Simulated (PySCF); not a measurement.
# C2H8Si3: the cost of one run

Programs: PySCF 2.14.0, with density-fitted response routines of our own. Each step states its level of theory. These are calculated values for one molecule in the gas phase, unless marked as measured. Atoms are numbered from 0 throughout.

## (1) The starting structure

13 atoms, charge 0, multiplicity 1; geometry from: GFN2-xTB. The atoms were then displaced at random by about 0.01 Å, so the start is not that level's minimum.

Bonds of the start (Å): C0–C1 1.19, C1–Si2 1.85, Si2–Si3 2.27, Si3–Si4 2.34, C0–H5 1.07, Si2–H6 1.50, Si2–H7 1.47, Si3–H8 1.50, Si3–H9 1.48, Si4–H10 1.46, Si4–H11 1.45, Si4–H12 1.49.

## (2) Geometry optimisation at PBE0-D3(BJ)/def2-SVP

The job: settings as JSON, then the geometry in Å.

```
{"job": {"xc": "PBE0", "basis": "def2-SVP", "d3": "d3bj", "grid": 1, "shake": 0.01, "kind": "geom"}, "charge": 0, "multiplicity": 1}
C      2.612710     1.556510    -0.512030
C      2.120530     0.560740    -0.076780
Si     1.343880    -0.966140     0.630090
Si    -0.809500    -0.505610     1.194790
Si    -2.196690     0.232500    -0.533410
H      3.005890     2.471150    -0.908800
H      2.256370    -1.358040     1.747610
H      1.509850    -1.993850    -0.403600
H     -1.426450    -1.717240     1.819190
H     -0.861550     0.452150     2.323990
H     -1.683360     1.474190    -1.098910
H     -2.259580    -0.744050    -1.600430
H     -3.606290     0.520780    -0.135150
```

Run with:

```sh
$ OMP_NUM_THREADS=1 python probes_run.py task.json out
```

This one command runs all jobs of the session in turn.

Q: Estimate the wall time and peak memory of this first job on 1 thread of Arm Neoverse V2, shared host.

About 40 s, with a peak of 0.52 GiB.
